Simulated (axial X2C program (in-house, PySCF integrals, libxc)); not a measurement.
**SnN: bond curves with and without spin–orbit coupling**

What are the state, bond length, wavenumber and bond energy of SnN, and what does spin–orbit coupling change?

The runs use an in-house X2C program for linear molecules on PySCF integrals; all-electron X2C, Sn dyall-cv3z, N dyall-av3z.

All values are calculated.

### Step 1. Input

Contents of task.json:

```json
{
 "zs": [
  50,
  7
 ],
 "q": 0,
 "bas": [
  "dyall-cv3z",
  "dyall-av3z"
 ],
 "levels": [
  "PBE0",
  "HF",
  "BHandHLYP"
 ],
 "cc": true,
 "r0": 1.9,
 "thr": -2.0,
 "nmax": 110,
 "npts": 10,
 "nst": 2,
 "ntry": 8
}
```

Keys: zs atomic numbers; q charge; bas basis sets; levels methods (HF also brings MP2); cc coupled cluster on or off; r0 starting distance in Å; thr threshold in hartree for freezing inner shells (an s shell follows its p shell); nmax most natural virtual spinors; npts points asked for on the curve; nst determinants followed; ntry starts of the search.

Launch:

```sh
python so2c.py task.json out
```

Spin-free means the one-electron spin-free X2C Hamiltonian; two-component (2c) means X2C with spin–orbit coupling and atomic mean-field two-electron Coulomb and Gaunt terms. Basis: Sn dyall-cv3z contracted to [11s12p9d4f1g], N dyall-av3z contracted to [7s7p3d2f]; Gaussian nuclei, density fitting. Masses: Sn 119.902 u, N 14.003 u.

Notation: σ, π±, δ± give the projection m of an orbital's angular momentum (0, ±1, ±2), α and β its spin, Λ and M_S the sums; ω is the projection of a spinor's total angular momentum and Ω the sum. Logs are in hartree.

The results follow Hamiltonian by Hamiltonian and level by level.

### Step 2. State search with PBE0

PBE0 moves the distance from 1.900 Å to 1.967 Å and compares determinants there.

Spin-free determinants:

```tsv
ΔE (eV)	state	open shells
0.00	M_S = 1/2, Λ = 1	beyond closed shells: π+α, π+β, π-α
0.16	M_S = 1/2, Λ = 0	beyond closed shells: σα
1.51	M_S = 3/2, Λ = 1	beyond closed shells: 2 × π+α, π-α
1.94	M_S = 3/2, Λ = 0	beyond closed shells: σα, π+α, π+β, 2 × π-α
1.94	M_S = 3/2, Λ = 2	beyond closed shells: σα, 2 × π+α, π+β, π-α
2.43	M_S = 1/2, Λ = 2	beyond closed shells: σα, π+α, 2 × π+β, π-α
2.53	M_S = 1/2, Λ = 2	beyond closed shells: σβ, 2 × π+α, π+β, π-α
```

Two-component determinants:

```csv
ΔE (eV),state,open shells
0.00,Ω = 3/2,excess of +ω over −ω: ω = 3/2
0.15,Ω = 1/2,excess of +ω over −ω: ω = 1/2
1.47,Ω = 1/2,"excess of +ω over −ω: 2 × ω = -1/2, ω = 3/2"
1.74,Ω = 5/2,"excess of +ω over −ω: ω = -1/2, 2 × ω = 3/2"
2.13,Ω = 7/2,"excess of +ω over −ω: ω = 1/2, 2 × ω = 3/2"
2.21,Ω = 3/2,excess of +ω over −ω: ω = 3/2
2.37,Ω = 5/2,"excess of +ω over −ω: 2 × ω = 1/2, ω = 3/2"
```

### Step 3. PBE0, spin-free

State followed: M_S = 1/2, Λ = 1 (beyond closed shells: π+α, π+β, π-α). The scan is laid around 1.967 Å, a first estimate of the minimum, and this SCF restarts from the orbitals of the search.

Output at 1.967 Å:

```text
spin-free X2C-1e  PBE0
basis functions 186  fitting functions 940  grid points 5076
iter        total energy     max residual
   1      -6230.885211627     1.80e-06
   2      -6230.885211627     9.47e-07
converged
one-electron -8753.59363279  Coulomb 2601.67624303  exact exchange -42.61538034  xc functional -130.51208759  nuclear repulsion 94.15964607
```

Along the bond, energies from the lowest point:

| R (Å) | E (eV) | μ (D) | HOMO (eV) | LUMO (eV) | iterations |
| --- | --- | --- | --- | --- | --- |
| 1.711 | 1.0255 | -2.84 | -6.64 | -4.68 | 13 |
| 1.790 | 0.4017 | -3.11 | -6.68 | -4.47 | 13 |
| 1.849 | 0.1470 | -3.28 | -6.57 | -4.34 | 13 |
| 1.908 | 0.0252 | -3.40 | -6.34 | -4.23 | 14 |
| 1.967 | 0.0000 | -3.47 | -6.14 | -4.15 | 2 |
| 2.036 | 0.0535 | -3.48 | -5.94 | -4.07 | 15 |
| 2.105 | 0.1631 | -3.43 | -5.79 | -4.00 | 15 |
| 2.193 | 0.3495 | -3.36 | -5.66 | -3.94 | 15 |
| 2.301 | 0.6102 | -3.32 | -5.56 | -3.88 | 16 |
| 2.459 | 1.0013 | -3.32 | -5.51 | -3.82 | 16 |

Dipoles are positive if N is the positive end.

Outer orbitals at the reference distance:

| symmetry | occupied | ε (eV) | atomic character |
| --- | --- | --- | --- |
| δ+β | yes | -29.03 | 100% Sn d |
| δ-β | yes | -29.00 | 100% Sn d |
| δ-α | yes | -28.98 | 100% Sn d |
| δ+α | yes | -28.98 | 100% Sn d |
| σα | yes | -28.95 | 97% Sn d |
| σβ | yes | -28.92 | 98% Sn d |
| π+β | yes | -28.77 | 99% Sn d |
| π+α | yes | -28.76 | 99% Sn d |
| π-α | yes | -28.76 | 99% Sn d |
| π-β | yes | -28.75 | 99% Sn d |
| σα | yes | -20.83 | 72% N s, 8% Sn p, 8% Sn d |
| σβ | yes | -18.70 | 68% N s, 11% Sn s, 8% Sn p |
| σα | yes | -11.58 | 53% Sn s, 30% N p, 8% N s |
| σβ | yes | -11.44 | 52% Sn s, 24% N p, 11% N s |
| π-α | yes | -8.12 | 82% N p, 12% Sn p, 3% Sn d |
| π+α | yes | -8.12 | 82% N p, 12% Sn p, 3% Sn d |
| σα | yes | -7.16 | 54% N p, 28% Sn p, 12% Sn s |
| σβ | yes | -6.68 | 57% N p, 28% Sn p, 8% Sn s |
| π+β | yes | -6.14 | 51% N p, 44% Sn p, 3% N d |
| π-β | no | -4.15 | 56% Sn p, 40% N p, 4% N d |
| π-α | no | -2.39 | 72% Sn p, 13% N p, 6% N d |
| π+α | no | -2.39 | 72% Sn p, 13% N p, 6% N d |
| π+β | no | -1.85 | 41% Sn p, 39% N p, 12% Sn d |

PBE0 fields in the half plane through the axis: z from -2.4 to 4.2 Å across, distance from the axis 0.15 to 2.25 Å upwards; Sn lies at z = 0 and N at z = 1.967 Å; the ELF is damped to zero where the density is low.

log10 density (e/bohr³). Ten even steps from '0' (-4.86 ) to '9' (1.82 ):
```
11122222222222222111000
11222333333333222221100
12233334443333333322110
22333444444444444332211
23334455555444544433221
23344556665555555543321
23445567776556666544321
23445578987666776554322
```

ELF. Ten even steps from '0' (0.00 ) to '9' (0.94 ):
```
00012232211100000000000
00135554332111100000000
02577765433222211110000
15788764333333344331000
37898643222345667654200
58998523432267889876310
69997347873278789997520
79996364846288129998530
```

Re = 1.956 Å, ωe = 666 cm⁻¹, ωexe = 6.93 cm⁻¹, Be = 0.3513 cm⁻¹, De = 2.57 eV, μ = -3.46 D. ⟨S²⟩ = 0.92 against 0.75 for a pure state, so this determinant mixes spins.

### Step 4. HF, spin-free

Output at 1.967 Å:

```text
spin-free X2C-1e  HF
basis functions 186  fitting functions 940  grid points 5076
iter        total energy     max residual
   1      -6228.219265065     2.18e-01
   2      -6228.249978688     1.53e-02
   3      -6228.255544452     1.38e-02
   4      -6228.259516621     1.44e-02
   5      -6228.263423198     1.17e-02
   6      -6228.269791092     2.48e-03
   7      -6228.269818091     1.97e-03
   8      -6228.269972344     1.56e-03
   9      -6228.270087651     2.57e-04
  10      -6228.270090522     1.52e-04
  11      -6228.270091103     8.07e-05
  12      -6228.270091476     2.62e-05
  13      -6228.270091521     1.34e-05
  14      -6228.270091535     5.87e-06
  15      -6228.270091538     1.79e-06
  16      -6228.270091538     6.05e-07
converged
one-electron -8752.75081172  Coulomb 2600.96497146  exact exchange -170.64389735  xc functional 0.00000000  nuclear repulsion 94.15964607
```

Re = 2.078 Å, ωe = 516 cm⁻¹, ωexe = 7.63 cm⁻¹, Be = 0.3115 cm⁻¹, De = 0.186 eV, μ = -2.42 D. ⟨S²⟩ = 1.61 against 0.75 for a pure state, so this determinant mixes spins.

### Step 5. BHandHLYP, spin-free

Output at 1.967 Å:

```text
spin-free X2C-1e  BHandHLYP
basis functions 186  fitting functions 940  grid points 5076
iter        total energy     max residual
   1      -6231.246044607     8.03e-02
   2      -6231.248151580     8.79e-03
   3      -6231.247206243     1.24e-02
   4      -6231.248939237     2.23e-03
   5      -6231.249092268     1.81e-03
   6      -6231.249338057     1.16e-03
   7      -6231.249523208     2.64e-04
   8      -6231.249535528     5.26e-05
   9      -6231.249535536     3.03e-05
  10      -6231.249535629     6.37e-06
  11      -6231.249535630     4.55e-06
converged
one-electron -8753.51696390  Coulomb 2601.64309715  exact exchange -85.26390212  xc functional -88.27141283  nuclear repulsion 94.15964607
```

Re = 1.970 Å, ωe = 599 cm⁻¹, Be = 0.3463 cm⁻¹, De = 2.16 eV, μ = -3.41 D. ⟨S²⟩ = 1.11 against 0.75 for a pure state, so this determinant mixes spins.

### Step 6. Correlated methods, spin-free

Correlated methods: 19 electrons correlated (frozen shells, counted by type: Sn 4 s, 3 p, 1 d; N 1 s), 259 virtual spinors in MP2, 110 natural virtuals in coupled cluster.

Output of the correlated part at 1.967 Å:

```text
correlated 19  virtual 259  natural virtual 110  E(MP2) -0.672582380  MP2 remainder -0.055218097
iter   CCSD correlation   residual
   1     -0.585082311   1.47e-01
   2     -0.600456949   7.37e-02
   3     -0.606239407   5.03e-02
   4     -0.608557826   3.55e-02
   5     -0.611616808   2.12e-02
   6     -0.612149900   7.80e-03
   7     -0.612235088   3.18e-03
   8     -0.612318742   1.67e-03
   9     -0.612249025   8.54e-04
  10     -0.612278208   3.64e-04
  11     -0.612267321   1.83e-04
  12     -0.612269255   9.10e-05
  13     -0.612269369   3.96e-05
  14     -0.612269179   1.87e-05
  15     -0.612269398   8.50e-06
  16     -0.612269389   3.41e-06
(T) -0.021148635  T1 0.0726  D1 0.2698  max T2 0.102
```

T1 in the output is the amplitude norm over the root of the electron number; divide by √2 for the Lee–Taylor value.

MP2: No constants are quoted: the reference is strongly spin-contaminated.

CCSD: Re = 1.955 Å, ωe = 634 cm⁻¹, ωexe = 7.76 cm⁻¹, Be = 0.3518 cm⁻¹, De = 2.14 eV. T1 at Re = 0.052 (Lee–Taylor, the printed value over √2).

CCSD(T): Re = 1.945 Å, ωe = 671 cm⁻¹, ωexe = 8.59 cm⁻¹, Be = 0.3553 cm⁻¹, De = 2.28 eV. T1 at Re = 0.053 (Lee–Taylor, the printed value over √2).

### Step 7. A higher determinant, spin-free

State: M_S = 1/2, Λ = 0 (beyond closed shells: σα).

Output at the reference distance:

```text
spin-free X2C-1e  PBE0
basis functions 186  fitting functions 940  grid points 5076
iter        total energy     max residual
   1      -6230.879188687     2.83e-05
   2      -6230.879188578     9.83e-05
   3      -6230.879188697     1.10e-05
   4      -6230.879188699     7.00e-06
converged
one-electron -8753.25044607  Coulomb 2601.31254988  exact exchange -42.60528510  xc functional -130.49565348  nuclear repulsion 94.15964607
```

| R (Å) | E above the lowest PBE0 point (eV) |
| --- | --- |
| 1.711 | 0.441 |
| 1.790 | 0.102 |
| 1.849 | 0.028 |
| 1.908 | 0.060 |
| 1.967 | 0.164 |
| 2.036 | 0.339 |
| 2.105 | 0.543 |
| 2.193 | 0.818 |
| 2.301 | 1.141 |

Re = 1.857 Å, ωe = 792 cm⁻¹, ωexe = 7.99 cm⁻¹, Be = 0.3897 cm⁻¹, μ = -3.81 D. ⟨S²⟩ = 0.85 against 0.75 for a pure state, so this determinant mixes spins. Te = 0.03 eV. As a difference of two determinants it need not be a gap between pure terms.

### Step 8. The spin-free curves together

Energy (eV) of the followed determinant, spin-free, from each level's lowest point:

| R (Å) | PBE0 | HF | MP2 (spin-contaminated) | CCSD | CCSD(T) | BHandHLYP |
| --- | --- | --- | --- | --- | --- | --- |
| 1.711 | 1.025 | 1.620 | 0.805 | n/a | n/a | 1.024 |
| 1.790 | 0.402 | 0.859 | 0.355 | 0.367 | 0.348 | 0.410 |
| 1.849 | 0.147 | 0.485 | 0.158 | 0.132 | 0.115 | 0.161 |
| 1.908 | 0.025 | 0.238 | 0.046 | 0.021 | 0.011 | 0.037 |
| 1.967 | 0.000 | 0.088 | 0.000 | 0.000 | 0.000 | 0.000 |
| 2.036 | 0.053 | 0.008 | 0.010 | 0.049 | 0.064 | 0.031 |
| 2.105 | 0.163 | 0.000 | 0.071 | 0.147 | 0.179 | 0.115 |
| 2.193 | 0.350 | 0.060 | 0.210 | 0.315 | 0.364 | 0.272 |
| 2.301 | 0.610 | 0.181 | 0.468 | n/a | n/a | 0.507 |
| 2.459 | 1.001 | 0.316 | 0.930 | n/a | n/a | 0.874 |

### Step 9. PBE0, 2c

State followed: Ω = 3/2 (excess of +ω over −ω: ω = 3/2). The scan is laid around 1.967 Å, a first estimate of the minimum, and this SCF restarts from the orbitals of the search.

The SCF at the reference distance of 1.967 Å:

```text
two-component X2C + atomic mean field  PBE0
basis functions 186  fitting functions 940  grid points 5076
iter        total energy     max residual
   1      -6228.287084241     6.88e-06
   2      -6228.287084239     1.75e-05
   3      -6228.287084242     1.74e-06
   4      -6228.287084242     1.23e-06
converged
one-electron -8746.24792002  Coulomb 2600.35699389  exact exchange -42.59208327  xc functional -130.44189713  nuclear repulsion 94.15964607  atomic mean-field constant -3.52182380
```

Along the bond, energies from the lowest point:

| R (Å) | E (eV) | μ (D) | HOMO (eV) | LUMO (eV) | iterations |
| --- | --- | --- | --- | --- | --- |
| 1.711 | 1.0431 | -2.79 | -6.64 | -4.59 | 13 |
| 1.790 | 0.4176 | -3.04 | -6.69 | -4.38 | 13 |
| 1.849 | 0.1596 | -3.19 | -6.59 | -4.25 | 14 |
| 1.908 | 0.0324 | -3.30 | -6.38 | -4.13 | 14 |
| 1.967 | 0.0000 | -3.35 | -6.19 | -4.04 | 4 |
| 2.036 | 0.0435 | -3.34 | -6.01 | -3.95 | 15 |
| 2.105 | 0.1430 | -3.31 | -5.87 | -3.88 | 15 |
| 2.193 | 0.3178 | -3.26 | -5.75 | -3.80 | 15 |
| 2.301 | 0.5666 | -3.25 | -5.66 | -3.72 | 15 |
| 2.459 | 0.9438 | -3.27 | -5.61 | -3.65 | 16 |

Dipoles are positive if N is the positive end.

Outer spinors at the reference distance:

| ω | occupied | ε (eV) | atomic character | λ mixture |
| --- | --- | --- | --- | --- |
| 3/2 | yes | -29.52 | 100% Sn d | 87% δ, 13% π |
| -3/2 | yes | -29.48 | 100% Sn d | 86% δ, 14% π |
| 1/2 | yes | -29.39 | 98% Sn d | 51% π, 49% σ |
| -1/2 | yes | -29.37 | 98% Sn d | 52% π, 48% σ |
| -5/2 | yes | -28.54 | 100% Sn d | 100% δ |
| 5/2 | yes | -28.51 | 100% Sn d | 100% δ |
| 1/2 | yes | -28.43 | 98% Sn d | 51% σ, 49% π |
| -1/2 | yes | -28.39 | 98% Sn d | 52% σ, 48% π |
| 3/2 | yes | -28.33 | 99% Sn d | 87% π, 13% δ |
| -3/2 | yes | -28.32 | 99% Sn d | 86% π, 14% δ |
| 1/2 | yes | -20.91 | 72% N s, 8% Sn p, 8% Sn d | 100% σ |
| -1/2 | yes | -18.69 | 68% N s, 11% Sn s, 8% Sn p | 100% σ |
| 1/2 | yes | -11.54 | 52% Sn s, 31% N p, 8% N s | 100% σ |
| -1/2 | yes | -11.43 | 52% Sn s, 24% N p, 12% N s | 100% σ |
| -1/2 | yes | -8.24 | 82% N p, 12% Sn p, 3% Sn d | 100% π |
| 3/2 | yes | -8.21 | 84% N p, 10% Sn p, 3% Sn d | 100% π |
| 1/2 | yes | -7.20 | 53% N p, 28% Sn p, 13% Sn s | 99% σ, 1% π |
| -1/2 | yes | -6.70 | 56% N p, 28% Sn p, 9% Sn s | 100% σ |
| 1/2 | yes | -6.19 | 48% N p, 47% Sn p, 3% N d | 99% π, 1% σ |
| -3/2 | no | -4.04 | 54% Sn p, 42% N p, 3% N d | 100% π |
| -1/2 | no | -2.45 | 72% Sn p, 13% N p, 6% N d | 100% π |
| 3/2 | no | -2.23 | 74% Sn p, 12% N p, 6% N d | 100% π |
| 1/2 | no | -1.87 | 42% N p, 38% Sn p, 12% Sn d | 100% π |

PBE0 fields in the half plane through the axis: z from -2.4 to 4.2 Å across, distance from the axis 0.15 to 2.25 Å upwards; Sn lies at z = 0 and N at z = 1.967 Å; the ELF is damped to zero where the density is low.

log10 density (e/bohr³). Ten even steps from '0' (-4.87 ) to '9' (1.82 ):
```
11122222222222221111000
11222333333333222221100
12233334443333333322110
22333444444444444332211
23334455555444544433221
23344556665555555543321
23445567776556666544321
23445578987666776554322
```

ELF. Ten even steps from '0' (0.00 ) to '9' (0.94 ):
```
00012232211100000000000
00145555432111100000000
02577776543222211110000
14788765433333344331000
37898643222345667654200
58998523432267889876310
68997347873278789997520
79996364746188129998530
```

Re = 1.963 Å, ωe = 645 cm⁻¹, ωexe = 6.46 cm⁻¹, Be = 0.3489 cm⁻¹, De = 2.61 eV, μ = -3.34 D.

### Step 10. HF, 2c

The SCF at the reference distance of 1.967 Å:

```text
two-component X2C + atomic mean field  HF
basis functions 186  fitting functions 940  grid points 5076
iter        total energy     max residual
   1      -6225.621436915     2.18e-01
   2      -6225.652655620     1.59e-02
   3      -6225.658653410     1.46e-02
   4      -6225.662900432     1.36e-02
   5      -6225.666695152     1.04e-02
   6      -6225.670927844     2.33e-03
   7      -6225.670897300     1.58e-03
   8      -6225.671028686     1.14e-03
   9      -6225.671091208     4.32e-04
  10      -6225.671095643     3.60e-04
  11      -6225.671097952     2.55e-04
  12      -6225.671099533     1.46e-04
  13      -6225.671100127     5.69e-05
  14      -6225.671100341     1.88e-05
  15      -6225.671100383     9.77e-06
  16      -6225.671100401     3.77e-06
  17      -6225.671100403     1.55e-06
converged
one-electron -8745.43812793  Coulomb 2599.67602889  exact exchange -170.54682363  xc functional 0.00000000  nuclear repulsion 94.15964607  atomic mean-field constant -3.52182380
```

Re = 2.082 Å, ωe = 510 cm⁻¹, ωexe = 8.1 cm⁻¹, Be = 0.3103 cm⁻¹, De = 0.242 eV, μ = -2.40 D.

### Step 11. BHandHLYP, 2c

The SCF at the reference distance of 1.967 Å:

```text
two-component X2C + atomic mean field  BHandHLYP
basis functions 186  fitting functions 940  grid points 5076
iter        total energy     max residual
   1      -6228.647655671     8.03e-02
   2      -6228.649872833     8.38e-03
   3      -6228.649275076     1.11e-02
   4      -6228.650623396     2.33e-03
   5      -6228.650780239     1.78e-03
   6      -6228.651022501     1.04e-03
   7      -6228.651143814     2.13e-04
   8      -6228.651149959     9.90e-05
   9      -6228.651150271     5.52e-05
  10      -6228.651150380     2.53e-05
  11      -6228.651150400     1.09e-05
  12      -6228.651150404     3.82e-06
  13      -6228.651150405     1.40e-06
converged
one-electron -8746.19235712  Coulomb 2600.34485955  exact exchange -85.21717770  xc functional -88.22429740  nuclear repulsion 94.15964607  atomic mean-field constant -3.52182380
```

Re = 1.980 Å, ωe = 586 cm⁻¹, Be = 0.3429 cm⁻¹, De = 2.16 eV, μ = -3.27 D.

### Step 12. Correlated methods, 2c

Correlated methods: 19 electrons correlated (frozen shells, counted by type: Sn 4 s, 3 p, 1 d; N 1 s), 259 virtual spinors in MP2, 110 natural virtuals in coupled cluster.

Output of the correlated part at 1.967 Å:

```text
correlated 19  virtual 259  natural virtual 110  E(MP2) -0.671877145  MP2 remainder -0.054944075
iter   CCSD correlation   residual
   1     -0.584721123   1.46e-01
   2     -0.599941943   7.16e-02
   3     -0.605433550   4.82e-02
   4     -0.607517361   3.37e-02
   5     -0.610266344   2.00e-02
   6     -0.610753481   7.26e-03
   7     -0.610810444   2.84e-03
   8     -0.610880391   1.45e-03
   9     -0.610822324   7.42e-04
  10     -0.610845697   3.41e-04
  11     -0.610836910   1.92e-04
  12     -0.610839055   1.10e-04
  13     -0.610839262   5.75e-05
  14     -0.610839196   3.39e-05
  15     -0.610839797   1.83e-05
  16     -0.610839920   8.98e-06
  17     -0.610839909   4.87e-06
(T) -0.020730090  T1 0.0684  D1 0.2523  max T2 0.096
```

MP2: No constants are quoted: the reference is strongly spin-contaminated.

CCSD: Re = 1.964 Å, ωe = 612 cm⁻¹, ωexe = 7.13 cm⁻¹, Be = 0.3487 cm⁻¹, De = 2.08 eV. T1 at Re = 0.049 (Lee–Taylor, the printed value over √2).

CCSD(T): Re = 1.953 Å, ωe = 647 cm⁻¹, ωexe = 8.27 cm⁻¹, Be = 0.3526 cm⁻¹, De = 2.12 eV. T1 at Re = 0.049 (Lee–Taylor, the printed value over √2).

### Step 13. A higher determinant, 2c

State: Ω = 1/2 (excess of +ω over −ω: ω = 1/2).

Output at the reference distance:

```text
two-component X2C + atomic mean field  PBE0
basis functions 186  fitting functions 940  grid points 5076
iter        total energy     max residual
   1      -6228.281492346     7.73e-06
   2      -6228.281492349     1.37e-05
   3      -6228.281492350     7.30e-06
converged
one-electron -8746.07330941  Coulomb 2600.17605093  exact exchange -42.58756972  xc functional -130.43448642  nuclear repulsion 94.15964607  atomic mean-field constant -3.52182380
```

| R (Å) | E above the lowest PBE0 point (eV) |
| --- | --- |
| 1.711 | 0.528 |
| 1.790 | 0.188 |
| 1.849 | 0.113 |
| 1.908 | 0.163 |
| 1.967 | 0.152 |
| 2.036 | 0.221 |
| 2.105 | 0.344 |
| 2.193 | 0.546 |
| 2.301 | 0.820 |

No constants are quoted: the points don't follow one smooth fit.

### Step 14. The 2c curves together

Energy (eV) of the followed determinant, 2c, from each level's lowest point:

| R (Å) | PBE0 | HF | MP2 (spin-contaminated) | CCSD | CCSD(T) | BHandHLYP |
| --- | --- | --- | --- | --- | --- | --- |
| 1.711 | 1.043 | 1.649 | 0.871 | n/a | n/a | 1.055 |
| 1.790 | 0.418 | 0.879 | 0.392 | 0.390 | 0.369 | 0.436 |
| 1.849 | 0.160 | 0.500 | 0.178 | 0.148 | 0.130 | 0.180 |
| 1.908 | 0.032 | 0.248 | 0.055 | 0.030 | 0.020 | 0.047 |
| 1.967 | 0.000 | 0.095 | 0.000 | 0.000 | 0.000 | 0.000 |
| 2.036 | 0.044 | 0.011 | 0.002 | 0.038 | 0.053 | 0.021 |
| 2.105 | 0.143 | 0.000 | 0.057 | 0.126 | 0.155 | 0.096 |
| 2.193 | 0.318 | 0.056 | 0.189 | 0.282 | 0.327 | 0.244 |
| 2.301 | 0.567 | 0.171 | 0.442 | n/a | n/a | 0.469 |
| 2.459 | 0.944 | 0.296 | 0.897 | n/a | n/a | 0.824 |

Time for the job: 15 min (1 thread of Arm Neoverse N1, shared host); peak memory 1.7 GiB.

### Step 15. Constants

Lowest determinant that the search found at its distance, spin-free: M_S = 1/2, Λ = 1 (beyond closed shells: π+α, π+β, π-α).

Lowest determinant that the search found at its distance, 2c: Ω = 3/2 (excess of +ω over −ω: ω = 3/2).

```csv
Hamiltonian,level,Re (Å),ωe (cm⁻¹),De (eV),μ (D)
spin-free,PBE0,1.956,666,2.57,-3.46
spin-free,HF,2.078,516,0.186,-2.42
spin-free,CCSD,1.955,634,2.14,n/a
spin-free,CCSD(T),1.945,671,2.28,n/a
spin-free,BHandHLYP,1.970,599,2.16,-3.41
2c,PBE0,1.963,645,2.61,-3.34
2c,HF,2.082,510,0.242,-2.40
2c,CCSD,1.964,612,2.08,n/a
2c,CCSD(T),1.953,647,2.12,n/a
2c,BHandHLYP,1.980,586,2.16,-3.27
```

Dipoles are positive if N is the positive end. No constants: spin-free MP2 (the reference is strongly spin-contaminated); 2c MP2 (the reference is strongly spin-contaminated). Spin-free ⟨S²⟩ is off its pure value at PBE0 0.92, HF 1.61, BHandHLYP 1.11.

Time per point (s) on 1 thread of Arm Neoverse N1, shared host (2c runs; CCSD comes with the CCSD(T) run); the times are rough: PBE0 1.4, HF 1.1, CCSD(T) 49, BHandHLYP 1.5.

At CCSD(T), going from spin-free to two-component changes Re by +8 mÅ, ωe by -3.7 %; at least one of these shifts is too large to ignore. De moves by -0.16 eV; both De rest on single-determinant atoms, which can miss part of an open shell's spin–orbit lowering.

De refers to Sn + N, each in the lowest determinant found, which need not be this curve's own limit. The state is a single determinant with fixed occupations, the lowest that a limited PBE0 search found. De is counted from the lowest determinant-based energies of the atoms at the same level, without counterpoise correction. Density functionals use the spin component along the axis (collinear). Coupled cluster ran in a truncated set of natural virtual spinors; the MP2 energy of the rest was added. The spin-free determinant is spin-contaminated at some levels. T1 at Re is 0.053 (Lee–Taylor), above the customary mark of 0.02.
